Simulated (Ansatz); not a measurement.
I need energies of removing a hydrogen of CH5BrO2Si, SMILES C[Si](O)(O)Br. Use Ansatz 0.2.0, Python API. Settings (for the species named): r2scan0, def2-SVPD basis, multiplicity 1.

```xyz
10

C    -0.6598   -1.2608    0.1836
Si    0.1318    0.3787   -0.1938
O     1.0862    0.8990    1.0218
O     1.1229    0.3632   -1.5745
Br   -1.3939    1.9474   -0.4646
H    -1.3127   -1.1347    1.0808
H     0.0455   -2.0190    0.3203
H    -1.3329   -1.4968   -0.6530
H     0.6653    1.2278    1.8739
H     1.7306    1.0441   -1.5916
```

The script, `run_bde.py`:
```python
"""Cost of removing each kind of hydrogen from CH5BrO2Si, fragments frozen."""

from dataclasses import dataclass

import ansatz as az


@dataclass
class Settings:
    basis_set: str = "def2-SVPD"
    xc: str = "r2scan0"


cfg = Settings()


def single_point(molecule, charge=0, unpaired=0):
    calc = molecule.calculation().basis(gaussian=cfg.basis_set).functional(cfg.xc)
    if charge:
        calc = calc.charge(charge)
    if unpaired:
        calc = calc.spin("collinear", total=unpaired)
    report = calc.run(threads=1).report
    if report["published_state_doubts"]:
        print("  doubts:", report["published_state_doubts"])
    return report["free_energy_ev"]

GEOMETRY = """
C    -0.65980   -1.26080    0.18360
Si    0.13180    0.37870   -0.19380
O     1.08620    0.89900    1.02180
O     1.12290    0.36320   -1.57450
Br   -1.39390    1.94740   -0.46460
H    -1.31270   -1.13470    1.08080
H     0.04550   -2.01900    0.32030
H    -1.33290   -1.49680   -0.65300
H     0.66530    1.22780    1.87390
H     1.73060    1.04410   -1.59160
"""

def without(molecule, index):
    rest = az.Crystal.molecule()
    for i, site in enumerate(molecule.cartesian_sites):
        if i != index:
            rest = rest.atom(site.symbol, site.position_ang)
    return rest


def main() -> None:
    geometry = az.Crystal.molecule()
    for line in GEOMETRY.strip().splitlines():
        symbol, *xyz = line.split()
        geometry = geometry.atom(symbol, [float(v) for v in xyz])

    whole = single_point(geometry, 0)
    hydrogen = single_point(az.Crystal.molecule().atom("H", (0, 0, 0)), 0, 1)
    print(f"E(molecule) = {whole:.5f} eV, E(H) = {hydrogen:.5f} eV")
    for index in [7, 9]:
        radical = single_point(without(geometry, index), 0, 1)
        print(f"H{index}: homolysis {(radical + hydrogen - whole):.3f} eV")


if __name__ == "__main__":
    main()
```

Running `python run_bde.py` prints:
```text
E(molecule) = -83121.97785 eV, E(H) = -13.58464 eV
H7: homolysis 4.842 eV
H9: homolysis 5.273 eV
```

What to keep in mind:
- Total energies depend on the basis set; only differences at equal settings carry meaning.
- The geometry is a force-field or estimated start, not a minimum of this method, and the basis set is short of its limit. All parts are taken at fixed geometry, without zero-point energy.
- The spin-orbit lowering of heavy atoms is left out.
- Timing: 2.8 min on 1 thread of Arm Neoverse V1, with other jobs on the host, peak memory 1.1 GiB.
